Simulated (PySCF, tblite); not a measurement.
# C5H6ClFO2+ (doublet): geometry, infrared bands and EPR parameters

Wanted: the infrared bands and EPR parameters of C5H6ClFO2+ (doublet) (`O=C([CH+][CH]Cl)COCF`), by calculation.

The runs use tblite 0.8.0 and PySCF 2.14.0, with density-fitted response routines of our own; the level of theory stands in each step. All values are computed, except where a source is named. Atoms are numbered from 0 throughout.

## 1. Starting geometry

15 atoms, charge 1, multiplicity 2; geometry from: force field or distance geometry start.

Bonds of the start (Å): O0–C1 1.26, C1–C2 1.48, C2–C3 1.47, C3–Cl4 1.80, C1–C5 1.47, C5–O6 1.36, O6–C7 1.36, C7–F8 1.38, C2–H9 1.06, C3–H10 1.10, C5–H11 1.11, C5–H12 1.13, C7–H13 1.10, C7–H14 1.14.

## 2. Geometry optimisation with GFN2-xTB

The job: settings as JSON, then the geometry in Å.

```
{"job": {"kind": "relax", "xc": "GFN2-xTB", "basis": "xTB"}, "charge": 1, "multiplicity": 2}
O      0.195800    -1.071200     1.165100
C      0.360500     0.050800     0.613000
C      1.776800     0.393300     0.329200
C      2.583600    -0.413100    -0.600600
Cl     3.396300    -1.764900     0.262700
C     -0.707000     1.002700     0.267800
O     -1.946900     0.548100     0.579300
C     -2.371700    -0.596000    -0.012600
F     -2.411900    -0.512800    -1.391300
H      2.160800     1.259300     0.803300
H      3.384900     0.154600    -1.092800
H     -0.574700     1.256200    -0.802300
H     -0.508400     1.961900     0.823400
H     -1.880000    -1.539200     0.270900
H     -3.462500    -0.721700     0.298900
```

Started as:

```console
$ OMP_NUM_THREADS=1 python probes_run.py task.json out
```

This one command runs all jobs of the session in turn.

**Question.** This job is followed by: GFN2-xTB harmonic vibrations, gas phase; UKS B3LYP, pcH-1 on C Cl F H O, non-relativistic, mean-field spin-orbit, GIAO. Predict these results of the whole session: strongest single infrared mode (GFN2-xTB); zero-point energy (GFN2-xTB); g(iso) (B3LYP); ⟨S²⟩; largest a(iso) (averaged by class).

As calculated:

| quantity | value |
| --- | --- |
| strongest single infrared mode (GFN2-xTB) | 2692 cm⁻¹, 152 km/mol |
| zero-point energy (GFN2-xTB) | 63.1 kcal/mol |
| g(iso) (B3LYP) | 2.01114 |
| ⟨S²⟩ | 0.755 (exact 0.75) |
| largest a(iso) (averaged by class) | 1H on H13, H14, 118.6 MHz |

In words: Relaxing lowered the energy by 3.105 eV in 73 steps; the close pair that moved most is C2–C3, from 1.472 to 1.348 Å. No mode is imaginary among the 39: a minimum at this level. The strongest single mode, at 2692 cm⁻¹, moves mainly H13. GFN2-xTB is a fitted tight-binding method: band positions and strengths are rough. Its intensities can rank the bands wrongly. O0 carries the largest spin population, 0.43 e. The isotropic g lies 8.8 ppt above the free-electron value.
